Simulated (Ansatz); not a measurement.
# ZrO2: a point defect seen from the nuclei (As on a Zr site), part 2 of 2

Aim: the field gradients at and around a point defect: As on a Zr site in ZrO2, cell charge +1. The cell is a supercell built from a computed entry of the Materials Project. Planned: a single point, then a relaxation.

Ansatz 0.2.0; DFT, PBE, plane-wave PAW, default files, scalar-relativistic.

**3. Ions relaxed**

input.yaml reads:

```yaml
crystal:
  lattice:
    - [-3.60016846, 3.60016846, 5.22515604]
    - [3.60016846, -3.60016846, 5.22515604]
    - [3.60016846, 3.60016846, -5.22515604]
  atoms:
    - { symbol: As, position: [0.0, 0.0, 0.0] }
    - { symbol: Zr, position: [0.5, 0.5, 0.0] }
    - { symbol: Zr, position: [0.5, 0.0, 0.5] }
    - { symbol: Zr, position: [0.0, 0.5, 0.5] }
    - { symbol: Zr, position: [0.5, 0.5, 0.5] }
    - { symbol: Zr, position: [0.0, 0.0, 0.5] }
    - { symbol: Zr, position: [0.0, 0.5, 0.0] }
    - { symbol: Zr, position: [0.5, 0.0, 0.0] }
    - { symbol: O, position: [0.400887455, 0.150887455, 0.25] }
    - { symbol: O, position: [0.900887455, 0.650887455, 0.25] }
    - { symbol: O, position: [0.900887455, 0.150887455, 0.75] }
    - { symbol: O, position: [0.400887455, 0.650887455, 0.75] }
    - { symbol: O, position: [0.650887455, 0.400887455, 0.25] }
    - { symbol: O, position: [0.150887455, 0.900887455, 0.25] }
    - { symbol: O, position: [0.150887455, 0.400887455, 0.75] }
    - { symbol: O, position: [0.650887455, 0.900887455, 0.75] }
    - { symbol: O, position: [0.349112545, 0.599112545, 0.25] }
    - { symbol: O, position: [0.849112545, 0.099112545, 0.25] }
    - { symbol: O, position: [0.849112545, 0.599112545, 0.75] }
    - { symbol: O, position: [0.349112545, 0.099112545, 0.75] }
    - { symbol: O, position: [0.099112545, 0.349112545, 0.25] }
    - { symbol: O, position: [0.599112545, 0.849112545, 0.25] }
    - { symbol: O, position: [0.599112545, 0.349112545, 0.75] }
    - { symbol: O, position: [0.099112545, 0.849112545, 0.75] }
total_charge: 1
kpoints:
  mp_grid: { grid: [4, 4, 4] }
scf:
  occupations: { method: fermi_dirac, width: 0.01 }
hamiltonian:
  xc: pbe
  pseudopotentials: { kind: paw }
output:
  forces: true
  stress: true
  populations: true
  efg:
    quadrupole_moments_barn: { As: 0.311, Zr: -0.176, O: -0.02558 }
    contact_densities: true
relax:
  f_tol: 0.03
  max_steps: 40
```

Started as:

```console
> ansatz run input.yaml --threads 1 --pin off --max-ram 3072MiB --backend cpu --events-out ev --progress --plain --runs-dir out
```

The program printed:

```text
Warning: output.stress: scf.convergence.dr2_threshold = 1e-7 eV (the SCF's general default) is looser than the 2.4e-9 eV advised for a printed stress (1e-10 eV for each atom of the cell: 24). What an SCF threshold leaves in a stress goes as its square root, and in the free energy as the threshold itself, and one threshold admits the most on a small cell: of the crystals measured, under no hybrid functional and no lock of the moments, on runs that ended without the residual-converged pass, on stresses that held no estimate of that error, the worst erred by over 100 MPa in a component at 1e-7 eV an atom and by under 5 at 1e-10. Every solve of this run answers to scf.convergence.dr2_threshold, and the tensor of one is reported: a single SCF on the reported geometry and on this run's grids (its basis.xc_grid and basis.ecutrho_ratio typed), with scf.convergence.dr2_threshold at 2.4e-9 eV or tighter, prints it and tightens no other solve. Else set scf.convergence.dr2_threshold to 2.4e-9 eV or tighter. The threshold is an SCF's pass mark: one that does not reach it within its budget of iterations ends unconverged, or closes short of it on a stop that the run arms, and scf.convergence.dr2_threshold's page says what that costs each kind of run
Warning: RAYON_NUM_THREADS=1 ignored (pool sized by the plan → 1); use --threads N
Zr: output.efg is read without spin–orbit coupling, which moves field gradients at and beside such atoms by some per cent and up to a factor of two; PAW files take it under magnetization.noncollinear and magnetization.spin_orbit
Engine: ansatz 0.2.0, aarch64-unknown-linux-gnu
Pseudopotentials: kind: paw
Pseudopotential: As, paw, valence charge 15, recommended cutoff 420 eV (normal), As.paw.azcp
Pseudopotential: Zr, paw, valence charge 12, recommended cutoff 420 eV (normal), Zr.paw.azcp
Pseudopotential: O, paw, valence charge 6, recommended cutoff 420 eV (normal), O.paw.azcp
Functional definition: PBE
  parameter kappa = 0.804
  parameter beta = 0.06672455060314922
  exchange = pbe_x(kappa = kappa, mu = beta*pi^2/3)
  correlation = pbe_c(beta = beta)
Crystal: 24 atoms, lattice volume = 270.897 Å³
Basis set: ecut = 420 eV, 5225 PW (Γ), exchange–correlation on 100×100×100 points (8 copies of the dense FFT grid, shifted against one another)
Bands: 121, of which v1, the nominal top of the filled ones, is band 97 counted from 1 (96 counted from 0)
Symmetry: 8 space group operations
Space group: I-4m2 (ITA 119), of the structure as read, at distance tolerance 6.5e-5 Å
k-points: 13 of 64 (time reversal used)
Non-local potential: As, projectors of the file, l = 0: 2, l = 1: 2, l = 2: 3, l = 3: 1
Non-local potential: Zr, projectors of the file, l = 0: 3, l = 1: 2, l = 2: 2, l = 3: 2
Non-local potential: O, projectors of the file, l = 0: 2, l = 1: 2, l = 2: 1
PAW form: soft (Blöchl's): semilocal exchange-correlation on the pseudo side does not see the compensation charge
PAW one-centre angular grid: As, 590 points (default); XC on 64 Gauss nodes
PAW one-centre angular grid: Zr, 590 points (default); XC on 64 Gauss nodes
PAW one-centre angular grid: O, 110 points (default); XC on 64 Gauss nodes
Initial density: superposition of atomic densities (neutral atoms scaled as one to the charged cell's electrons: chi_scale 0, normalization atom), corrected by the library's trained network
Initial wavefunctions: pseudopotential atomic-orbital guess
Functional: x = pbe(κ = 0.804, μ = 0.2195149727645171), c = pbe(β = 0.06672455060314922)
SCF iter   1: F=—  HF=-43266.663080 eV  |F-HF|=—  |Δ(HF+E_count)|=         —  Δρ=2.46e-2  dr2=1.73e0  ethr=1.77e-3  ⟨swp⟩=5.2  Hψ=5586  notcnv=0  defer=132
preconditioner: auto → Resta (q_TF=auto, 2.581 Å⁻¹)  ε∞=4.3  [insulator: Δε(μ)=1.041 eV  Ē_g=16.162 eV  σ=0.010 eV  W_gap=1.00  n_scr=64 (ndim 8)  ℏωp=29.4 eV  f_vac=0.025  D(μ)=0.00/eV (n_scr^D=0)  ε∞_Penn≈4.3]
SCF iter   2: F=—  HF=-43266.296567 eV  |F-HF|=—  |Δ(HF+E_count)|=   3.67e-1  Δρ=1.34e-2  dr2=2.95e-1  ethr=8.91e-4  ⟨swp⟩=2.0  Hψ=2228  notcnv=0  defer=239
SCF iter   3: F=—  HF=-43266.235728 eV  |F-HF|=—  |Δ(HF+E_count)|=   6.08e-2  Δρ=6.39e-3  dr2=9.04e-2  ethr=1.52e-4  ⟨swp⟩=2.2  Hψ=2224  notcnv=0  defer=239
SCF iter   4: F=—  HF=-43266.215011 eV  |F-HF|=—  |Δ(HF+E_count)|=   2.07e-2  Δρ=1.86e-3  dr2=7.69e-3  ethr=4.66e-5  ⟨swp⟩=3.1  Hψ=2038  notcnv=0  defer=239
SCF iter   5: F=—  HF=-43266.213114 eV  |F-HF|=—  |Δ(HF+E_count)|=   1.90e-3  Δρ=7.12e-4  dr2=1.21e-3  ethr=3.97e-6  ⟨swp⟩=2.2  Hψ=2216  notcnv=0  defer=238
SCF iter   6: F=—  HF=-43266.213092 eV  |F-HF|=—  |Δ(HF+E_count)|=   2.15e-5  Δρ=2.15e-4  dr2=1.35e-4  ethr=6.25e-7  ⟨swp⟩=2.0  Hψ=2505  notcnv=0  defer=238
SCF iter   7: F=-43266.213115 eV  HF=-43266.213108 eV  |F-HF|=7.06e-6  |Δ(HF+E_count)|=   1.55e-5  Δρ=9.30e-5  dr2=1.99e-5  ethr=1.16e-8  ⟨swp⟩=2.0  Hψ=5385  notcnv=0
SCF 1 converged in 7 iterations: F = -43266.213115 eV  dr2 = 1.99e-5
relax step   1: F+E_penalty+E_count = -43266.21311494 eV  Δ(F+E_penalty+E_count) = +0.000e0 eV  max|allowed force component| = 2.071e0 eV/Å  Δτ_max = 0.0000 Å  (7 SCF iters, dr2 threshold 2.25e-5 eV, accepted)
[... from here on, the SCF cycles and remarks between the steps are left out ...]
relax step   2: F+E_penalty+E_count = -43267.16694067 eV  Δ(F+E_penalty+E_count) = -9.538e-1 eV  max|allowed force component| = 1.772e0 eV/Å  Δτ_max = 0.0947 Å  (7 SCF iters, dr2 threshold 1.00e-4 eV, accepted)
relax step   3: F+E_penalty+E_count = -43268.20547303 eV  Δ(F+E_penalty+E_count) = -1.039e0 eV  max|allowed force component| = 1.279e0 eV/Å  Δτ_max = 0.1943 Å  (7 SCF iters, dr2 threshold 1.00e-4 eV, accepted)
relax step   4: F+E_penalty+E_count = -43269.05719117 eV  Δ(F+E_penalty+E_count) = -8.517e-1 eV  max|allowed force component| = 5.614e-1 eV/Å  Δτ_max = 0.2000 Å  (7 SCF iters, dr2 threshold 1.00e-4 eV, accepted)
relax step   5: F+E_penalty+E_count = -43269.24480216 eV  Δ(F+E_penalty+E_count) = -1.876e-1 eV  max|allowed force component| = 3.334e-1 eV/Å  Δτ_max = 0.0757 Å  (6 SCF iters, dr2 threshold 6.07e-5 eV, accepted)
relax step   6: F+E_penalty+E_count = -43269.29079780 eV  Δ(F+E_penalty+E_count) = -4.600e-2 eV  max|allowed force component| = 3.143e-1 eV/Å  Δτ_max = 0.0596 Å  (6 SCF iters, dr2 threshold 2.14e-5 eV, accepted)
relax step   7: F+E_penalty+E_count = -43269.30050506 eV  Δ(F+E_penalty+E_count) = -9.707e-3 eV  max|allowed force component| = 4.535e-2 eV/Å  Δτ_max = 0.0165 Å  (5 SCF iters, dr2 threshold 3.48e-5 eV, accepted)
relax step   8: F+E_penalty+E_count = -43269.30115540 eV  Δ(F+E_penalty+E_count) = -6.503e-4 eV  max|allowed force component| = 1.423e-2 eV/Å  Δτ_max = 0.0051 Å  (6 SCF iters, accepted)
NSCF: frozen V_eff on 13 k-points
the band table was solved once a step of the walk had ended and its energy, with any forces and stress, was formed, with the checks that follow a solve (7443 applications of the Hamiltonian). They found nothing against the state; the energy, forces and stress were not computed again (output.eigenvalues in the input reference)
SCF converged after 6 iterations
Free energy (F): -43269.301155 eV
Harris-Foulkes:  -43269.301155 eV  (|F-HF|=1.00e-8)
Internal energy: -43269.301155 eV  (E = F + TS)
E sigma→0 (E₀):  -43269.301155 eV
Fermi energy:    12.764873 eV
--- Per-component energies (eV) ---
[... 15 lines left out ...]
--- Forces (eV/Å), atoms counted from 1 ---
  atom   1  As    -0.00000000     0.00000000     0.00000000
  atom   2  Zr     0.00000000     0.00000000    -0.00000000
  atom   3  Zr    -0.00000000     0.00000000    -0.01422915
  atom   4  Zr    -0.00000000     0.00000000     0.01422915
  atom   5  Zr    -0.00764822     0.00764822     0.00000000
  atom   6  Zr     0.00764822    -0.00764822    -0.00000000
  atom   7  Zr    -0.00764822    -0.00764822    -0.00000000
  atom   8  Zr     0.00764822     0.00764822     0.00000000
  atom   9  O      0.00000000    -0.00615607     0.00932501
  atom  10  O      0.00000000     0.00384989    -0.00678410
  atom  11  O      0.00000000     0.00615607     0.00932501
  atom  12  O      0.00000000    -0.00384989    -0.00678410
  atom  13  O      0.00000000     0.00558548     0.00127662
  atom  14  O      0.00000000    -0.00211785    -0.00524909
  atom  15  O      0.00000000    -0.00558548     0.00127662
  atom  16  O      0.00000000     0.00211785    -0.00524909
  atom  17  O      0.00384989     0.00000000     0.00678410
  atom  18  O     -0.00615607     0.00000000    -0.00932501
  atom  19  O      0.00615607     0.00000000    -0.00932501
  atom  20  O     -0.00384989     0.00000000     0.00678410
  atom  21  O     -0.00211785    -0.00000000     0.00524909
  atom  22  O      0.00558548     0.00000000    -0.00127662
  atom  23  O     -0.00558548     0.00000000    -0.00127662
  atom  24  O      0.00211785     0.00000000     0.00524909
  max |Σ_I F_I| component: 3.90e-17 eV/Å
--- Stress (GPa, compression-positive) ---
        4.397831       0.000000       0.000000
        0.000000       4.397831       0.000000
        0.000000       0.000000      -0.276584
  P = ⅓ Tr σ = 2.8397 GPa (28.397 kbar)
--- PAW observables at the nuclei: V_zz in 10²¹ V/m², potentials from the cell's mean, atoms counted from 1 ---
  atom   1  As V_zz =    +1.155890   η = 0.0000   by run symmetry: allowed   C_q = +8.6922 MHz
            electrostatic potential = -4515.836665 V   contact ρ = 235462.833668 e/Å³
  atom   2  Zr V_zz =    +1.528013   η = 0.0000   by run symmetry: allowed   C_q = -6.5027 MHz
            electrostatic potential = -5926.294788 V   contact ρ = 490532.132262 e/Å³
  atom   3  Zr V_zz =    -8.801331   η = 0.8392   by run symmetry: allowed   C_q = +37.4555 MHz
            electrostatic potential = -5925.166708 V   contact ρ = 490524.845032 e/Å³
  atom   4  Zr V_zz =    -8.801331   η = 0.8392   by run symmetry: allowed   C_q = +37.4555 MHz
            electrostatic potential = -5925.166708 V   contact ρ = 490524.845032 e/Å³
  atom   5  Zr V_zz =   -12.106682   η = 0.4238   by run symmetry: allowed   C_q = +51.5219 MHz
            electrostatic potential = -5925.418442 V   contact ρ = 490525.636482 e/Å³
  atom   6  Zr V_zz =   -12.106682   η = 0.4238   by run symmetry: allowed   C_q = +51.5219 MHz
            electrostatic potential = -5925.418442 V   contact ρ = 490525.636482 e/Å³
  atom   7  Zr V_zz =   -12.106682   η = 0.4238   by run symmetry: allowed   C_q = +51.5219 MHz
            electrostatic potential = -5925.418442 V   contact ρ = 490525.636482 e/Å³
  atom   8  Zr V_zz =   -12.106682   η = 0.4238   by run symmetry: allowed   C_q = +51.5219 MHz
            electrostatic potential = -5925.418442 V   contact ρ = 490525.636482 e/Å³
  atom   9  O  V_zz =    -2.243697   η = 0.3808   by run symmetry: allowed   C_q = +1.3878 MHz
            electrostatic potential = -628.143672 V   contact ρ = 2156.931695 e/Å³
  atom  10  O  V_zz =    -1.887172   η = 0.5810   by run symmetry: allowed   C_q = +1.1673 MHz
            electrostatic potential = -628.050731 V   contact ρ = 2156.748105 e/Å³
  atom  11  O  V_zz =    -2.243697   η = 0.3808   by run symmetry: allowed   C_q = +1.3878 MHz
            electrostatic potential = -628.143672 V   contact ρ = 2156.931695 e/Å³
  atom  12  O  V_zz =    -1.887172   η = 0.5810   by run symmetry: allowed   C_q = +1.1673 MHz
            electrostatic potential = -628.050731 V   contact ρ = 2156.748105 e/Å³
  atom  13  O  V_zz =    -2.289933   η = 0.2194   by run symmetry: allowed   C_q = +1.4164 MHz
            electrostatic potential = -627.957560 V   contact ρ = 2156.795555 e/Å³
  atom  14  O  V_zz =   +13.403668   η = 0.0776   by run symmetry: allowed   C_q = -8.2905 MHz
            electrostatic potential = -626.969375 V   contact ρ = 2158.092559 e/Å³
  atom  15  O  V_zz =    -2.289933   η = 0.2194   by run symmetry: allowed   C_q = +1.4164 MHz
            electrostatic potential = -627.957560 V   contact ρ = 2156.795555 e/Å³
  atom  16  O  V_zz =   +13.403668   η = 0.0776   by run symmetry: allowed   C_q = -8.2905 MHz
            electrostatic potential = -626.969375 V   contact ρ = 2158.092559 e/Å³
  atom  17  O  V_zz =    -1.887172   η = 0.5810   by run symmetry: allowed   C_q = +1.1673 MHz
            electrostatic potential = -628.050731 V   contact ρ = 2156.748105 e/Å³
  atom  18  O  V_zz =    -2.243697   η = 0.3808   by run symmetry: allowed   C_q = +1.3878 MHz
            electrostatic potential = -628.143672 V   contact ρ = 2156.931695 e/Å³
  atom  19  O  V_zz =    -2.243697   η = 0.3808   by run symmetry: allowed   C_q = +1.3878 MHz
            electrostatic potential = -628.143672 V   contact ρ = 2156.931695 e/Å³
  atom  20  O  V_zz =    -1.887172   η = 0.5810   by run symmetry: allowed   C_q = +1.1673 MHz
            electrostatic potential = -628.050731 V   contact ρ = 2156.748105 e/Å³
  atom  21  O  V_zz =   +13.403668   η = 0.0776   by run symmetry: allowed   C_q = -8.2905 MHz
            electrostatic potential = -626.969375 V   contact ρ = 2158.092559 e/Å³
  atom  22  O  V_zz =    -2.289933   η = 0.2194   by run symmetry: allowed   C_q = +1.4164 MHz
            electrostatic potential = -627.957560 V   contact ρ = 2156.795555 e/Å³
  atom  23  O  V_zz =    -2.289933   η = 0.2194   by run symmetry: allowed   C_q = +1.4164 MHz
            electrostatic potential = -627.957560 V   contact ρ = 2156.795555 e/Å³
  atom  24  O  V_zz =   +13.403668   η = 0.0776   by run symmetry: allowed   C_q = -8.2905 MHz
            electrostatic potential = -626.969375 V   contact ρ = 2158.092559 e/Å³
--- Band table (eV; the first three rows and the last of 13) ---
[... 4 lines left out ...]
--- Relaxed structure (8 steps of the walk, 8 accepted, 0 SCFs on fresh bases) ---
  F+E_penalty+E_count = -43269.30115540 eV   max|allowed force component| = 1.423e-2 eV/Å
  atoms:
    - { symbol: As, position: [-5.717546055233247e-19, -4.713702129102525e-19, -1.1544205150503033e-19] }
    - { symbol: Zr, position: [0.5, 0.5, -1.1544205150503134e-19] }
    - { symbol: Zr, position: [0.5084803825274522, 0.008480382527452222, 0.5] }
    - { symbol: Zr, position: [-0.008480382527452222, 0.4915196174725478, 0.5] }
    - { symbol: Zr, position: [0.5040147562800227, 0.4959852437199773, 0.5] }
    - { symbol: Zr, position: [-0.004014756280022652, 0.00401475628002268, 0.5] }
    - { symbol: Zr, position: [-0.00401475628002268, 0.4959852437199773, -0.008029512560045332] }
    - { symbol: Zr, position: [0.5040147562800227, 0.004014756280022652, 0.008029512560045332] }
    - { symbol: O, position: [0.44101673734583113, 0.15048644770056108, 0.29053028964527] }
    - { symbol: O, position: [0.9387836600908922, 0.6480905417564479, 0.2906931183344444] }
    - { symbol: O, position: [0.8599561580552912, 0.15048644770056122, 0.7094697103547302] }
    - { symbol: O, position: [0.3573974234220034, 0.6480905417564478, 0.7093068816655557] }
    - { symbol: O, position: [0.6203919801460777, 0.3915601238900786, 0.22883185625599906] }
    - { symbol: O, position: [0.10711210617325212, 0.9054973108822526, 0.20161479529099946] }
    - { symbol: O, position: [0.16272826763407966, 0.3915601238900788, 0.771168143744001] }
    - { symbol: O, position: [0.7038825155912534, 0.9054973108822526, 0.7983852047090007] }
    - { symbol: O, position: [0.3519094582435522, 0.6426025765779966, 0.29069311833444433] }
    - { symbol: O, position: [0.849513552299439, 0.14004384194470904, 0.29053028964527006] }
    - { symbol: O, position: [0.8495135522994388, 0.5589832626541689, 0.70946971035473] }
    - { symbol: O, position: [0.35190945824355224, 0.061216339909107936, 0.7093068816655557] }
    - { symbol: O, position: [0.09450268911774737, 0.29611748440874675, 0.20161479529099943] }
    - { symbol: O, position: [0.6084398761099212, 0.8372717323659202, 0.22883185625599903] }
    - { symbol: O, position: [0.6084398761099215, 0.3796080198539223, 0.771168143744001] }
    - { symbol: O, position: [0.09450268911774747, 0.8928878938267482, 0.7983852047090009] }
--- Löwdin populations: 24 sites ---
  site symbol       q [e]
[... 24 lines left out ...]
  spilling = 0.004425 (of n_electrons = 194.000000)
```

It took 4.3 min on 1 thread of Arm Neoverse V2, shared host; peak memory 0.8 GiB.

Relaxation path:

```tsv
step	energy change (eV)	largest force component (eV/Å)
1	0.0000	2.071
2	-0.9538	1.772
3	-1.9924	1.279
4	-2.8441	0.561
5	-3.0317	0.333
6	-3.0777	0.314
7	-3.0874	0.045
8	-3.0880	0.014
```

Largest displacement: 0.352 Å (atom 24 and its like, O); mean 0.201 Å.

State: gap on the mesh 3.88 eV, largest force 0.014 eV/Å, pressure 2.8 GPa.

Beside the values of step 2 (V_zz in 10²¹ V/m²):

```tsv
site	atoms	V_zz, PBE	V_zz, PBE relaxed	η, PBE	η, PBE relaxed
As	1	2.66	1.16	0.00	0.00
O14	14, 16, 21, …	13.36	13.40	0.02	0.08
O9	9, 11, 18, …	3.14	-2.24	0.07	0.38
Zr3	3, 4	6.55	-8.80	0.04	0.84
Zr5	5, 6, 7, …	5.37	-12.11	0.11	0.42
O10	10, 12, 17, …	2.44	-1.89	0.06	0.58
O13	13, 15, 22, …	-0.46	-2.29	0.89	0.22
Zr2	2	5.72	1.53	0.00	0.00
```

Site by site (atoms counted from 1):

```tsv
site	atoms	distance from the defect (Å)	V_zz (10²¹ V/m²)	η	C_Q (MHz)
As	1	0.00	1.16	0.00	8.69 (⁷⁵As)
O14	14, 16, 21, 24	1.76	13.40	0.08	-8.29 (¹⁷O)
O9	9, 11, 18, 19	2.62	-2.24	0.38	1.39 (¹⁷O)
Zr3	3, 4	3.60	-8.80	0.84	37.5 (⁹¹Zr)
Zr5	5, 6, 7, 8	3.65	-12.11	0.42	51.5 (⁹¹Zr)
O10	10, 12, 17, 20	4.20	-1.89	0.58	1.17 (¹⁷O)
O13	13, 15, 22, 23	4.25	-2.29	0.22	1.42 (¹⁷O)
Zr2	2	5.09	1.53	0.00	-6.50 (⁹¹Zr)
```

Direction of the V_zz axis (Cartesian unit vector):

```tsv
site	atom	x	y	z
As	1	0.00	0.00	1.00
Zr2	2	0.00	0.00	1.00
Zr3	3	0.00	0.00	1.00
Zr5	5	-0.71	0.71	0.00
O9	9	0.00	0.80	0.60
O10	10	0.00	0.81	0.59
O13	13	0.00	0.81	-0.58
O14	14	0.00	0.83	-0.56
```

The sizes of the gradients above 0.15 moved by 45 % in the median, over a factor of two at the site that moves most (small gradients counted from 0.15; O13, -0.46 to -2.29), with a change of sign at O9, Zr3, Zr5 and others.

**4. Simulated spectra, from step 3**

⁷⁵As (I = 3/2, Q = 311.0 mb) at 16.4 T, Larmor frequency 120.0 MHz. Second-order quadrupolar shifts of the central transition; chemical shifts are not computed, so all sites share one zero.

```tsv
site	count	C_Q (MHz)	η	ν_Q (MHz)	δ_QIS (ppm)
As	1	8.69	0.00	4.35	-131.2
```

⁷⁵As central transition, under fast magic-angle spinning:

(kHz, intensity): (-40.2, 1), (-37.4, 6), (-34.6, 6), (-31.9, 7), (-29.1, 7), (-26.4, 12), (-23.6, 84), (-20.9, 50), (-18.1, 43), (-15.4, 42), (-12.6, 45), (-9.9, 54), (-7.1, 100), (-4.3, 24)

**5. What came out**

What follows sums up all 2 parts.

| quantity | value |
| --- | --- |
| state (step 3) | gap on the mesh 3.88 eV, largest force 0.014 eV/Å, pressure 2.8 GPa |
| V_zz by site, step 3 (10²¹ V/m²) | As 1.16, O14 13.40, O9 -2.24, Zr3 -8.80, Zr5 -12.11, O10 -1.89, O13 -2.29, Zr2 1.53 |
| largest C_Q in size, step 3 | 51.5 MHz, ⁹¹Zr at Zr5 |
| step 3 (ions relaxed) against step 2 | 45 % in the median, over a factor of two at the site that moves most (small gradients counted from 0.15; O13, -0.46 to -2.29), with a change of sign at O9, Zr3, Zr5 and others |

Site O14 (1 As at 1.76 Å; also 3 Zr at 2.40–2.47 Å) carries the largest gradient. The runs allow no spin. The relaxation kept the symmetry I-4m2, so a distorted place of lower energy may have been missed. Moves of at most 0.35 Å on relaxation changed gradients by over a factor of two in size at the worst site (45 % in the median) (gradients over 0.15 counted), so at some sites the starting positions were a poor guide. At 16.4 T the ⁷⁵As line of the largest coupling listed spans about 34 kHz under magic-angle spinning and 82 kHz static, from the quadrupolar part alone (no shift anisotropy). The defect repeats with the cell of 24 atoms, so it feels its images: sites between two images don't show the values beside a lone defect, and zeros or small values of η there can come from the images' arrangement. O and Zr carry a gradient in the pure host already, so the values there aren't the defect's effect alone. The relaxation keeps the site symmetry -4m2 of the start, so the impurity can't leave its site; a start off the site could end lower. A uniform background compensates the cell's charge. The program warns that gradients near heavy atoms lack spin–orbit coupling.

These are semilocal Kohn-Sham gaps, which aren't the measured quantity. Such gaps usually fall short of the measured ones.
